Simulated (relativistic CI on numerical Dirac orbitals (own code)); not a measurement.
**Bi X (Bi⁹⁺): levels and lines**

The task is the spectrum of Bi⁹⁺: levels, purity of their labels, lifetimes and lines; runs with one setting changed show what the result hangs on.

Method: Dirac-Coulomb-Breit CI, KLI orbitals optimised for each configuration, model QED (radiative potential, 1s self-energy scaled to tabulated hydrogen-like ionisation energies). Code: relativistic CI on numerical Dirac orbitals (own code) version 4.

### Step 1. The atom as given

- ion: Bi⁹⁺ (Bi X)
- nuclear charge: 83
- electrons: 74
- isotope: A = 209
- first configuration typed: [Xe] 4f14 5d6

The outer shells:

first configuration typed
```
[Xe] core
4f [↑↓][↑↓][↑↓][↑↓][↑↓][↑↓][↑↓]
5d [↑↓][↑ ][↑ ][↑ ][↑ ]
```

### Step 2. CI with the chosen configurations

Settings of the run:

```ini
atom Bi  Z=83  charge=9  electrons=74
nucleus A=209  rms_radius_fm=5.5211
hamiltonian dirac-coulomb  breit=on  qed=on  c_scale=1
orbitals kli  potential=per-configuration
slater_scale 1
correlation none
mixing on
configurations
  [Xe] 4f14 5d6
  [Xe] 4f14 5d5 6s
  [Xe] 4f14 5d5 5f
  [Kr] 4d10 4f14 5s2 5p5 5d7
  [Xe] 4f14 5d5 6p
  [Xe] 4f14 5d5 5g
  [Xe] 4f14 5d4 6s 6p
  [Xe] 4f14 5d5 6d
  [Xe] 4f14 5d5 7p
  [Xe] 4f14 5d4 6s2
  [Xe] 4f14 5d3 5f 6s2
  [Xe] 4f14 5d3 6s2 6p
  [Xe] 4f14 5d3 5g 6s2
  [Xe] 4f14 5d3 6s2 6d
end
```

On the command line:

```bash
$ python run_levels.py task.json out
```

The settings of every run stand in task.json; they run in order.

From the run's result record (rounded, not every field):

```text
{
  "status": "converged",
  "levels [i, E_cm, J2, conf, term, w_term, jj, w_jj, g, tau_s]": [
    [0, 0, 8, "5p6 5d6", "5D", 0.651, "5d5/2^2", 0.7498, 1.39, "-"],
    [1, 10158.763, 4, "5p6 5d6", "3P", 0.3892, "5d5/2^2", 0.7854, 1.394, 549.2],
    [2, 18905.297, 6, "5p6 5d6", "5D", 0.8466, "5d3/2^3 5d5/2^3", 0.8354, 1.445, 0.004988],
    [3, 21936.043, 0, "5p6 5d6", "5D", 0.5542, "5d5/2^2", 0.4892, "-", 85.51],
    [4, 24572.97, 2, "5p6 5d6", "5D", 0.7156, "5d3/2^3 5d5/2^3", 0.8437, 1.431, 0.006774],
    [5, 28951.758, 8, "5p6 5d6", "3H", 0.2509, "5d3/2^3 5d5/2^3", 0.7373, 1.095, 0.002874],
    [6, 38067.209, 10, "5p6 5d6", "3G", 0.54, "5d3/2^3 5d5/2^3", 0.9886, 1.123, 0.01524],
    [7, 38601.504, 12, "5p6 5d6", "3H", 0.7723, "5d3/2^3 5d5/2^3", 0.9644, 1.128, 176.8],
    [8, 44735.385, 4, "5p6 5d6", "3F", 0.405, "5d3/2^3 5d5/2^3", 0.5428, 1.016, 0.002264],
    [9, 45658.7, 6, "5p6 5d6", "3F", 0.3917, "5d3/2^3 5d5/2^3", 0.8755, 1.014, 0.002913],
    [10, 49274.182, 4, "5p6 5d6", "3P", 0.3462, "5d3/2^2 5d5/2^4", 0.5961, 1.234, 0.001352],
    [11, 58407.016, 8, "5p6 5d6", "3H", 0.3647, "5d3/2^3 5d5/2^3", 0.4909, 0.9871, 0.003504],
    [12, 58571.176, 0, "5p6 5d6", "1S", 0.5353, "5d3/2^2 5d5/2^4", 0.7122, "-", 0.0008251],
    [13, 58976.766, 2, "5p6 5d6", "3D", 0.6575, "5d3/2^3 5d5/2^3", 0.7551, 0.8392, 0.002908],
    [14, 61114.856, 4, "5p6 5d6", "3D", 0.5359, "5d3/2^3 5d5/2^3", 0.5583, 1.2, 0.003562],
    [15, 62398.031, 8, "5p6 5d6", "3F", 0.4028, "5d3/2^2 5d5/2^4", 0.7189, 1.112, 0.001461],
    [16, 65021.198, 0, "5p6 5d6", "3P", 0.9279, "5d3/2^3 5d5/2^3", 0.561, "-", 0.01027],
    [17, 66136.348, 6, "5p6 5d6", "3D", 0.5541, "5d3/2^3 5d5/2^3", 0.5345, 1.239, 0.001728],
    [18, 66140.763, 10, "5p6 5d6", "3H", 0.5405, "5d3/2^2 5d5/2^4", 0.9886, 1.109, 0.002616],
    [19, 70800.757, 6, "5p6 5d6", "1F", 0.5547, "5d3/2^3 5d5/2^3", 0.5032, 1.041, 0.002463],
    [20, 72670.543, 12, "5p6 5d6", "1I", 0.7722, "5d3/2^2 5d5/2^4", 0.9643, 1.037, 0.003167],
    [21, 72777.419, 6, "5p6 5d6", "3G", 0.4789, "5d3/2^2 5d5/2^4", 0.7426, 0.9398, 0.002168],
    [22, 81719.055, 2, "5p6 5d6", "3P", 0.7234, "5d3/2^2 5d5/2^4", 0.6854, 1.238, 0.00167],
    [23, 84363.653, 8, "5p6 5d6", "1G", 0.6336, "5d3/2^2 5d5/2^4", 0.6637, 1.051, 0.001957],
    [24, 85403.472, 4, "5p6 5d6", "1D", 0.4666, "5d3/2^2 5d5/2^4", 0.7346, 1.064, 0.001435],
    [25, 92603.494, 2, "5p6 5d6", "3P", 0.8066, "5d3/2 5d5/2^5", 0.6845, 1.491, 0.0004173],
    [26, 98438.384, 4, "5p6 5d6", "3F", 0.8333, "5d3/2^2 5d5/2^4", 0.8796, 0.7644, 0.0009862],
    [27, 99628.549, 8, "5p6 5d6", "3F", 0.7204, "5d3/2^2 5d5/2^4", 0.6606, 1.181, 0.000929],
    [28, 114605.08, 8, "5p6 5d6", "1G", 0.7197, "5d3/2 5d5/2^5", 0.5141, 1.029, 0.0006721],
    [29, 117467.46, 4, "5p6 5d6", "3P", 0.6057, "5d3/2 5d5/2^5", 0.7855, 1.317, 0.0006786],
    [30, 118329.79, 6, "5p6 5d6", "3F", 0.4951, "5d3/2 5d5/2^5", 0.8643, 1.067, 0.000743],
    [31, 122502.45, 0, "5p6 5d6", "3P", 0.5585, "5d5/2^6", 0.7664, "-", 0.000436],
    [32, 130930.55, 4, "5p6 5d6", "1D", 0.9291, "5d3/2^2 5d5/2^4", 0.8496, 1.004, 0.0009389],
    [33, 166376.18, 0, "5p6 5d6", "1S", 0.879, "5d3/2^2 5d5/2^4", 0.7318, "-", 0.0003183],
    [34, 270166.65, 6, "5p6 5d5 6s", "7S", 0.7036, "5d3/2^3 5d5/2^2 6s", 0.4006, 1.877, 3.897e-05],
    "... 165 more rows left out ..."
  ],
  "lines, the strongest and those to the lowest levels [upper, lower, type, S_au, A_per_s, branching]": [
    [2, 0, "M1", 7.199, 187.4, 0.9349],
    [4, 1, "M1", 5.461, 147, 0.996],
    [5, 0, "M1", 4.744, 345, 0.9917],
    [6, 0, "M1", 0.4213, 56.98, 0.8687],
    [8, 1, "M1", 1.029, 229.5, 0.5196],
    [8, 2, "M1", 1.404, 130.6, 0.2956],
    [9, 0, "M1", 0.5554, 203.7, 0.5934],
    [9, 1, "M1", 0.2001, 34.5, 0.1005],
    [9, 2, "M1", 0.8632, 63.69, 0.1855],
    [10, 1, "M1", 0.07959, 25.7, 0.03474],
    [10, 2, "M1", 4.21, 636.1, 0.86],
    [13, 1, "M1", 0.03807, 39.83, 0.1158],
    [14, 1, "M1", 0.1806, 128.9, 0.4592],
    [14, 2, "M1", 0.2126, 86.25, 0.3072],
    [15, 0, "M1", 0.1683, 122.5, 0.179],
    [15, 2, "M1", 0.1231, 30.36, 0.04435],
    [17, 0, "M1", 0.1333, 148.6, 0.2568],
    [17, 1, "M1", 0.05899, 39.87, 0.0689],
    [17, 2, "M1", 0.3906, 158.6, 0.274],
    [19, 0, "M1", 0.01421, 19.43, 0.04786],
    [19, 1, "M1", 0.04365, 37.51, 0.09241],
    [19, 2, "M1", 0.3882, 209.1, 0.515],
    [121, 0, "E1", 1.016, 1.659e+10, 0.7793],
    [129, 0, "E1", 1.643, 4.623e+10, 0.7886],
    [130, 1, "E1", 0.7756, 2.867e+10, 0.6584],
    [140, 2, "E1", 0.6754, 1.401e+10, 0.5234],
    [147, 6, "E1", 0.8358, 1.098e+10, 0.3673],
    [147, 7, "E1", 1.148, 1.503e+10, 0.5028],
    [148, 2, "E1", 0.6469, 1.814e+10, 0.4088],
    [158, 5, "E1", 0.7897, 1.738e+10, 0.4886],
    [165, 39, "E1", 13.68, 1.014e+10, 0.8915],
    [169, 7, "E1", 1.461, 2.17e+10, 0.6712],
    [181, 6, "E1", 0.9899, 1.827e+10, 0.4359],
    [182, 7, "E1", 1.167, 2.161e+10, 0.6179],
    [186, 6, "E1", 0.9686, 2.221e+10, 0.5295],
    [194, 7, "E1", 0.8688, 1.674e+10, 0.4613]
  ],
  "n_levels_all": 2966,
  "total_energy [Ha]": -21500.031889,
  "configurations [conf, odd, states, E_av_cm, breit_Ha, qed_Ha, corr_Ha]": [
    ["5p6 5d6", 0, 210, 65609.9, 25.83, 17.83, "-"],
    ["5p6 5d5 6s", 0, 504, 363432, 25.83, 17.84, "-"],
    ["5p6 5d5 5f", 1, 3528, 629061, 25.83, 17.83, "-"],
    ["5p5 5d7", 1, 720, 727407, 25.82, 17.83, "-"],
    ["5p6 5d5 6p", 1, 1512, 521326, 25.83, 17.83, "-"],
    ["5p6 5d5 5g", 0, 4536, 936740, 25.83, 17.83, "-"],
    ["5p6 5d4 6s 6p", 1, 2520, 832240, 25.84, 17.84, "-"],
    ["5p6 5d5 6d", 0, 2520, 722284, 25.83, 17.83, "-"],
    ["5p6 5d5 7p", 1, 1512, 869691, 25.83, 17.83, "-"],
    ["5p6 5d4 6s2", 0, 210, 683442, 25.84, 17.84, "-"],
    ["5p6 5d3 5f 6s2", 1, 1680, 1.27852e+06, 25.83, 17.84, "-"],
    ["5p6 5d3 6s2 6p", 1, 720, 1.1654e+06, 25.84, 17.84, "-"],
    ["5p6 5d3 5g 6s2", 0, 2160, 1.61399e+06, 25.83, 17.84, "-"],
    ["5p6 5d3 6s2 6d", 0, 1200, 1.39101e+06, 25.83, 17.84, "-"]
  ],
  "radial 5p6 5d6 [Ha, bohr]": {"<r^-3>(5d)": 32.693, "<r^1>(5d)": 1.0945, "<r^2>(5d)": 1.3511, "<r^4>(5d)": 2.6917, "F2(5d,5d)": 0.44048, "F4(5d,5d)": 0.30004, "zeta(5d)": 0.05325},
  "radial 5p6 5d5 6s [Ha, bohr]": {"<r^-3>(5d)": 33.424, "<r^1>(5d)": 1.0871, "<r^2>(5d)": 1.3336, "<r^4>(5d)": 2.6273, "F2(5d,5d)": 0.44307, "F4(5d,5d)": 0.30189, "zeta(5d)": 0.054727, "<r^1>(6s)": 1.6522, "<r^2>(6s)": 3.0259, "<r^4>(6s)": 12.443, "G2(5d,6s)": 0.12186},
  "ionisation_energy [eV]": 161.445
}
```

It took 3.1 s on 1 thread of AMD EPYC 7R43 (Zen 3), shared host.

Lowest levels:

```
                         level  energy (cm⁻¹)  LS purity (%)  jj purity (%)  radiative lifetime (s)
                       5d6 5D4            0.0             65             75                       -
             5d6 [5d5/2^2] J=2        10158.8             39             79                 5.5e+02
                       5d6 5D3        18905.3             85             84                   0.005
                       5d6 5D0          21936             55             49                      86
                       5d6 5D1          24573             72             84                  0.0068
     5d6 [5d3/2^3 5d5/2^3] J=4          28952             25             74                  0.0029
     5d6 [5d3/2^3 5d5/2^3] J=5          38067             54             99                   0.015
                       5d6 3H6          38602             77             96                 1.8e+02
                  5d6 3F2 + 5D          44735             40             54                  0.0023
5d6 [5d3/2^3 5d5/2^3] J=3 (ii)          45659             39             88                  0.0029
     5d6 [5d3/2^2 5d5/2^4] J=2          49274             35             60                  0.0014
             5d6 3H4 + 3G (ii)          58407             36             49                  0.0035
                       5d6 1S0          58571             54             71                 0.00083
                       5d6 3D1          58977             66             76                  0.0029
```

Where the configurations lie:

```csv
configuration,levels among the lowest 60,parity,lowest (cm⁻¹),highest (cm⁻¹)
5d6,34,even,0.0,166376
5d5 6s,26,even,270167,350284
```

The strongest allowed lines among the lowest 200 of 2966 levels, ranked by gA:

```csv
upper,lower,wavelength (nm),A (1/s)
5d5 6p 5P°3 + 3D°,5d6 5D4,21.75,4.62e+10
5d5 6p [5d3/2^3 5d5/2^2 6p3/2] J=6°,5d6 3H6,21.89,2.17e+10
5d5 6p 3G°5 + 3H° (iv),5d6 3H6,21.50,2.16e+10
5d5 6p 3G°5 + 3H° (iii),5d6 [5d3/2^3 5d5/2^3] J=5,21.53,1.83e+10
5d5 6p 3G°4 + 3F° (ii),5d6 [5d3/2^3 5d5/2^3] J=5,21.41,2.22e+10
5d5 6p [5d3/2^2 5d5/2^3 6p1/2] J=6° (ii),5d6 3H6,22.84,1.5e+10
5d5 6p 3G°5 + 5F° (v),5d6 3H6,21.22,1.67e+10
5d5 6p [5d3/2^3 5d5/2^2 6p1/2] J=5° (ii),5d6 5D4,22.43,1.66e+10
5d5 6p [5d3/2^3 5d5/2^2 6p3/2] J=4° (ii),5d6 [5d3/2^3 5d5/2^3] J=4,21.71,1.74e+10
5d5 6p [5d3/2^3 5d5/2^2 6p3/2] J=7°,5d5 6s 5G6,56.69,1.01e+10
```

### Step 3. Without QED terms

Changes to the settings of step 2:

```diff
@@ -2,3 +2,3 @@
 nucleus A=209  rms_radius_fm=5.5211
-hamiltonian dirac-coulomb  breit=on  qed=on  c_scale=1
+hamiltonian dirac-coulomb  breit=on  qed=off  c_scale=1
 orbitals kli  potential=per-configuration
```

Result record:

```text
{
  "status": "converged",
  "levels [i, E_cm, J2, conf, term, w_term, w_jj]": [
    [0, 0, 8, "5p6 5d6", "5D", 0.6521, 0.7487],
    [1, 10158.723, 4, "5p6 5d6", "3P", 0.3888, 0.7844],
    [2, 18841.311, 6, "5p6 5d6", "5D", 0.847, 0.835],
    [3, 21901.417, 0, "5p6 5d6", "5D", 0.5556, 0.4879],
    [4, 24506.058, 2, "5p6 5d6", "5D", 0.7162, 0.8432],
    [5, 28913.552, 8, "5p6 5d6", "3H", 0.251, 0.7363],
    [6, 38015.911, 10, "5p6 5d6", "3G", 0.5398, 0.9886],
    [7, 38548.764, 12, "5p6 5d6", "3H", 0.7726, 0.9643],
    [8, 44669.213, 4, "5p6 5d6", "3F", 0.4024, 0.538],
    [9, 45598.775, 6, "5p6 5d6", "3F", 0.3923, 0.8751],
    [10, 49178.052, 4, "5p6 5d6", "3P", 0.347, 0.5934],
    [11, 58318.866, 8, "5p6 5d6", "3H", 0.3673, 0.4874],
    "... 188 more rows left out ..."
  ],
  "n_levels_all": 2966,
  "total_energy [Ha]": -21517.864039,
  "configurations [conf, odd, states, E_av_cm, breit_Ha, qed_Ha, corr_Ha]": [
    ["5p6 5d6", 0, 210, 65516.9, 25.83, 17.83, "-"],
    ["5p6 5d5 6s", 0, 504, 362408, 25.83, 17.84, "-"],
    ["5p6 5d5 5f", 1, 3528, 628888, 25.83, 17.83, "-"],
    ["5p5 5d7", 1, 720, 727634, 25.82, 17.83, "-"],
    ["5p6 5d5 6p", 1, 1512, 521019, 25.83, 17.83, "-"],
    ["5p6 5d5 5g", 0, 4536, 936497, 25.83, 17.83, "-"],
    ["5p6 5d4 6s 6p", 1, 2520, 830977, 25.84, 17.84, "-"],
    ["5p6 5d5 6d", 0, 2520, 722072, 25.83, 17.83, "-"],
    ["5p6 5d5 7p", 1, 1512, 869420, 25.83, 17.83, "-"],
    ["5p6 5d4 6s2", 0, 210, 681460, 25.84, 17.84, "-"],
    ["5p6 5d3 5f 6s2", 1, 1680, 1.27643e+06, 25.83, 17.84, "-"],
    ["5p6 5d3 6s2 6p", 1, 720, 1.16314e+06, 25.84, 17.84, "-"],
    ["5p6 5d3 5g 6s2", 0, 2160, 1.61178e+06, 25.83, 17.84, "-"],
    ["5p6 5d3 6s2 6d", 0, 1200, 1.38884e+06, 25.83, 17.84, "-"]
  ],
  "ionisation_energy [eV]": 161.427
}
```

Wall time 2.6 s (1 thread of AMD EPYC 7R43 (Zen 3), shared host).

Shifts of the excitation energies against the main run, counted from its lowest level (cm⁻¹):

```csv
level,main run,shift
5d6 [5d5/2^2] J=2,10158.8,-0.0
5d6 5D3,18905.3,-64.0
5d6 5D0,21936,-34.6
5d6 5D1,24573,-66.9
5d6 [5d3/2^3 5d5/2^3] J=4,28952,-38.2
5d6 [5d3/2^3 5d5/2^3] J=5,38067,-51.3
5d6 3H6,38602,-52.7
5d6 3F2 + 5D,44735,-66.2
5d6 [5d3/2^3 5d5/2^3] J=3 (ii),45659,-59.9
5d6 [5d3/2^2 5d5/2^4] J=2,49274,-96.1
5d6 3H4 + 3G (ii),58407,-88.2
5d6 1S0,58571,-100.8
```

### Step 4. The first 3 configurations alone

Settings of the run:

```ini
atom Bi  Z=83  charge=9  electrons=74
nucleus A=209  rms_radius_fm=5.5211
hamiltonian dirac-coulomb  breit=on  qed=on  c_scale=1
orbitals kli  potential=per-configuration
slater_scale 1
correlation none
mixing on
configurations
  [Xe] 4f14 5d6
  [Xe] 4f14 5d5 6s
  [Xe] 4f14 5d5 5f
end
```

Result record:

```text
{
  "status": "converged",
  "levels [i, E_cm, J2, conf, term, w_term, w_jj]": [
    [0, 0, 8, "5d6", "5D", 0.6511, 0.7502],
    [1, 10161.003, 4, "5d6", "3P", 0.3923, 0.7848],
    [2, 18957.848, 6, "5d6", "5D", 0.8471, 0.8358],
    [3, 21987.659, 0, "5d6", "5D", 0.554, 0.4872],
    [4, 24616.135, 2, "5d6", "5D", 0.7154, 0.8439],
    [5, 29016.792, 8, "5d6", "3H", 0.2511, 0.7376],
    [6, 38193.192, 10, "5d6", "3G", 0.5387, 0.989],
    [7, 38673.151, 12, "5d6", "3H", 0.7731, 0.9649],
    [8, 44877.985, 4, "5d6", "3F", 0.405, 0.5416],
    [9, 45805.693, 6, "5d6", "3F", 0.3954, 0.8731],
    [10, 49329.695, 4, "5d6", "3P", 0.3497, 0.6024],
    [11, 58566.003, 8, "5d6", "3H", 0.3728, 0.4961],
    "... 188 more rows left out ..."
  ],
  "n_levels_all": 524,
  "total_energy [Ha]": -21500.029812,
  "configurations [conf, odd, states, E_av_cm, breit_Ha, qed_Ha, corr_Ha]": [
    ["5d6", 0, 210, 65154, 25.83, 17.83, "-"],
    ["5d5 6s", 0, 504, 362976, 25.83, 17.84, "-"],
    ["5d5 5f", 1, 3528, 628605, 25.83, 17.83, "-"]
  ]
}
```

Wall time 0.59 s (1 thread of AMD EPYC 7R43 (Zen 3), shared host).

Shifts of the excitation energies against the main run, counted from its lowest level (cm⁻¹):

```
                         level  main run   shift
             5d6 [5d5/2^2] J=2   10158.8    +2.2
                       5d6 5D3   18905.3   +52.6
                       5d6 5D0     21936   +51.6
                       5d6 5D1     24573   +43.2
     5d6 [5d3/2^3 5d5/2^3] J=4     28952   +65.0
     5d6 [5d3/2^3 5d5/2^3] J=5     38067  +126.0
                       5d6 3H6     38602   +71.6
                  5d6 3F2 + 5D     44735  +142.6
5d6 [5d3/2^3 5d5/2^3] J=3 (ii)     45659  +147.0
     5d6 [5d3/2^2 5d5/2^4] J=2     49274   +55.5
             5d6 3H4 + 3G (ii)     58407  +159.0
                       5d6 1S0     58571   +91.8
```

### Step 5. The runs side by side

| run | time | mean size of shift, levels followed (cm⁻¹) | lowest level | ionisation energy (eV) |
| --- | --- | --- | --- | --- |
| main run | 3.1 s | 0 | 5d6 5D4 | 161.45 |
| without QED terms | 2.6 s | 59.9 | 5d6 5D4 | 161.43 |
| the first 3 configurations alone | 0.59 s | 84.0 | 5d6 5D4 | - |

The tabulated theoretical ionisation energy (NIST) is 161.1 eV.

### Step 6. What came out

```
                                                                         quantity                             value
                                                                     lowest level                           5d6 5D4
                                                                 first excitation   5d6 [5d5/2^2] J=2, 10158.8 cm⁻¹
                                                 lowest level of the other parity          5d5 6p 7P°2, 396443 cm⁻¹
                                                              levels in the model                              2966
fastest E1 line (by rate) to the lowest level among the lowest 200 of 2966 levels  21.75 nm, from 5d5 6p 5P°3 + 3D°
                                                                ionisation energy                         161.45 eV
                                  ionisation energy, tabulated theoretical (NIST)                          161.1 eV
```

In words: 5d6 5D4 comes out lowest; its LS label holds 65 % and its jj label 75 %; over the low levels the means are 53 and 73 %, so jj coupling describes them better. The ionisation energy agrees with the tabulated theoretical value within its uncertainty of 2.2 eV. The largest mover is «the first 3 configurations alone» (84 cm⁻¹ on average). Lifetimes count radiative decay inside the model alone.
